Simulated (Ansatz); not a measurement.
**C2H9NOSi2: up Jacob's ladder to CCSD(T)**

Aim: compute C2H9NOSi2 with functionals from several rungs and with coupled cluster. The yardstick is the atomisation energy at the CCSD(T) limit.

The runs use Ansatz 0.2.0, Gaussian basis; functionals in def2-TZVPP, the program's frozen cores in correlated methods.

The runs, in order: PBE-D4, r2SCAN-D4, PBE0-D4, B3LYP-D4, ωB97X-V, ωB97M-V, B2PLYP; CCSD(T)/def2-TZVPP; MP2/def2-QZVPP; extrapolation to the limit.

## 1. The geometry

All runs share one geometry, relaxed beforehand with PBE0-D4 in a triple-zeta def2 set.

SMILES `C=C[SiH2]N[SiH2]O`, 15 atoms, charge 0, spin multiplicity 1.

Atoms are counted from 1 here; the program's logs count them from 0.

Bond lengths: C1–C2 1.332 Å, C1–H7 1.087 Å, C1–H8 1.087 Å, C2–Si3 1.864 Å, C2–H9 1.090 Å, Si3–N4 1.729 Å, Si3–H10 1.487 Å, Si3–H11 1.488 Å, N4–Si5 1.723 Å, N4–H12 1.009 Å, Si5–O6 1.642 Å, Si5–H13 1.483 Å, Si5–H14 1.490 Å, O6–H15 0.961 Å. Angles: C2–C1–H7 122.5°, C2–C1–H8 121.4°, H7–C1–H8 116.1°, C1–C2–Si3 122.7°, C1–C2–H9 118.1°, Si3–C2–H9 119.3°, C2–Si3–N4 112.1°, C2–Si3–H10 106.5°, C2–Si3–H11 109.9°, N4–Si3–H10 111.2°, N4–Si3–H11 106.9°, H10–Si3–H11 110.4°, Si3–N4–Si5 126.3°, Si3–N4–H12 116.4°, Si5–N4–H12 117.1°, N4–Si5–O6 108.6°, N4–Si5–H13 114.2°, N4–Si5–H14 107.3° and more.

As a file:

```
C    -0.8848    0.9018    2.0806
C    -0.2774   -0.2109    1.6717
Si    1.2273   -0.1898    0.5711
N     0.9017   -0.8658   -0.9865
Si   -0.1520   -0.2126   -2.1827
O    -1.2534    0.7534   -1.4401
H    -1.7627    0.8868    2.7213
H    -0.5209    1.8845    1.7911
H    -0.6884   -1.1677    1.9941
H     1.6495    1.2321    0.4615
H     2.3109   -1.0077    1.1792
H     1.3125   -1.7669   -1.1789
H     0.5159    0.6843   -3.1566
H    -0.7572   -1.3597   -2.9156
H    -1.6209    0.4382   -0.6102
```

## 2. PBE-D4 (GGA)

File in.yaml:

```yaml
crystal:
  periodic: [false, false, false]
  atoms:
    - {symbol: C, position_ang: [-0.884830, 0.901794, 2.080579]}
    - {symbol: C, position_ang: [-0.277411, -0.210862, 1.671660]}
    - {symbol: Si, position_ang: [1.227270, -0.189819, 0.571117]}
    - {symbol: N, position_ang: [0.901702, -0.865835, -0.986488]}
    - {symbol: Si, position_ang: [-0.152049, -0.212642, -2.182749]}
    - {symbol: O, position_ang: [-1.253391, 0.753374, -1.440074]}
    - {symbol: H, position_ang: [-1.762727, 0.886841, 2.721309]}
    - {symbol: H, position_ang: [-0.520898, 1.884500, 1.791063]}
    - {symbol: H, position_ang: [-0.688414, -1.167679, 1.994135]}
    - {symbol: H, position_ang: [1.649501, 1.232105, 0.461489]}
    - {symbol: H, position_ang: [2.310930, -1.007679, 1.179161]}
    - {symbol: H, position_ang: [1.312523, -1.766946, -1.178853]}
    - {symbol: H, position_ang: [0.515884, 0.684312, -3.156588]}
    - {symbol: H, position_ang: [-0.757158, -1.359708, -2.915575]}
    - {symbol: H, position_ang: [-1.620912, 0.438244, -0.610197]}
basis:
  gaussian: {orbitals: def2-TZVPP}
hamiltonian: {xc: pbe, dispersion: d4}
output: {forces: true, orbitals: {seedname: orbitals}}
```

On the command line:

```sh
ansatz run in.yaml --threads 2 --pin off --events-out ev --progress --plain --max-ram 32768MiB --backend cuda --devices 0, --max-vram 18GiB
```

The runs that follow: r2SCAN-D4 (meta-GGA); PBE0-D4 (hybrid); B3LYP-D4 (hybrid); ωB97X-V (range-separated); ωB97M-V (range-separated); B2PLYP (double hybrid); CCSD(T) in def2-TZVPP; MP2 in def2-QZVPP.

Q: Predict the results of all the runs planned. Wanted: atomisation energy, CCSD(T)/CBS; farthest; mean size of error, hybrid; mean size of error, range-separated; gap, smallest and largest; T1 diagnostic; triples share of the correlation energy.

**Answer**, as computed:

| quantity | value |
| --- | --- |
| atomisation energy, CCSD(T)/CBS | 5598.2 kJ/mol |
| functionals within 28.0 kJ/mol (0.5 %) | r2SCAN-D4, B3LYP-D4, ωB97X-V, ωB97M-V |
| farthest | B2PLYP (-73.4 kJ/mol) |
| mean size of error, hybrid | 25.3 kJ/mol |
| mean size of error, range-separated | 8.0 kJ/mol |
| gap, smallest and largest | 4.40 eV (PBE-D4), 11.32 eV (ωB97X-V) |
| T1 diagnostic | 0.0113 |
| triples share of the correlation energy | 3.8 % |

In words: PBE-D4 misses by +35.8 kJ/mol. Double hybrids carry the basis error of their MP2 part in triple zeta, and no dispersion term here, so their miss is partly the set-up's. The reference freezes the cores and leaves out relativity and excitations past (T), so misses under about 28.0 kJ/mol can't be ranked. Hartree-Fock recovers 73 % of the binding; the rest is correlation. Orbital gaps span 4.4 to 11.3 eV; exact exchange widens them.
